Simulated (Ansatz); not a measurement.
# CH3FSSi: basis-set convergence

An exercise on one series of results from a longer session: the logs are not shown, and one member is left open.

The runs use Ansatz 0.2.0, Gaussian basis; one geometry, several basis sets.

Plan: PBE0-D4/def2-SVP; ωB97M-V/def2-SVP; PBE0-D4/def2-QZVPP; ωB97M-V/def2-QZVPP; the functionals' def2-TZVPP values are taken from earlier runs.

**The relaxed structure**

All runs share one geometry, relaxed beforehand with PBE0-D4 in a triple-zeta def2 set.

SMILES `FC1[SiH2]S1`, 7 atoms, charge 0, spin multiplicity 1.

Atoms are counted from 1 here; the program's logs count them from 0.

Bond lengths: F1–C2 1.366 Å, C2–Si3 1.856 Å, C2–S4 1.839 Å, C2–H5 1.087 Å, Si3–S4 2.095 Å, Si3–H6 1.477 Å, Si3–H7 1.480 Å. Angles: F1–C2–Si3 119.7°, F1–C2–S4 114.8°, F1–C2–H5 109.9°, Si3–C2–S4 69.1°, Si3–C2–H5 123.7°, S4–C2–H5 112.9°, C2–Si3–S4 55.1°, C2–Si3–H6 117.5°, C2–Si3–H7 120.9°, S4–Si3–H6 118.5°, S4–Si3–H7 118.9°, H6–Si3–H7 113.9°, C2–S4–Si3 55.8°.

Set-up of the first run:

The input, in.yaml:

```yaml
crystal:
  periodic: [false, false, false]
  atoms:
    - {symbol: F, position_ang: [-1.909019, 0.103097, 0.435699]}
    - {symbol: C, position_ang: [-0.813138, 0.144105, -0.378074]}
    - {symbol: Si, position_ang: [0.883107, -0.025620, 0.355103]}
    - {symbol: S, position_ang: [-0.085407, -1.497257, -0.777921]}
    - {symbol: H, position_ang: [-1.031660, 0.735837, -1.262872]}
    - {symbol: H, position_ang: [0.977535, -0.211915, 1.817346]}
    - {symbol: H, position_ang: [2.039781, 0.683753, -0.234981]}
basis:
  gaussian: {orbitals: def2-SVP}
hamiltonian: {xc: pbe0, dispersion: d4}
output: {orbitals: {seedname: orbitals}}
```

Steps of the session up to this table: PBE0-D4 in def2-SVP; ωB97M-V in def2-SVP; PBE0-D4 in def2-QZVPP; ωB97M-V in def2-QZVPP.

One of the session's tables, all rows but one given; the rest of the session is left out.

It belongs to the step «Functionals by basis». 

```
functional       basis  HOMO (eV)
   PBE0-D4    def2-SVP      -7.46
   PBE0-D4  def2-TZVPP      -7.53
   PBE0-D4  def2-QZVPP      -7.55
   ωB97M-V    def2-SVP          ?
   ωB97M-V  def2-TZVPP      -9.68
   ωB97M-V  def2-QZVPP      -9.71
```

Q: Estimate the row for ωB97M-V, def2-SVP from the others.

**Answer.** HOMO (eV): -9.58. In the column «HOMO (eV)» it lies between ωB97M-V, def2-TZVPP (-9.68) and PBE0-D4, def2-QZVPP (-7.55).
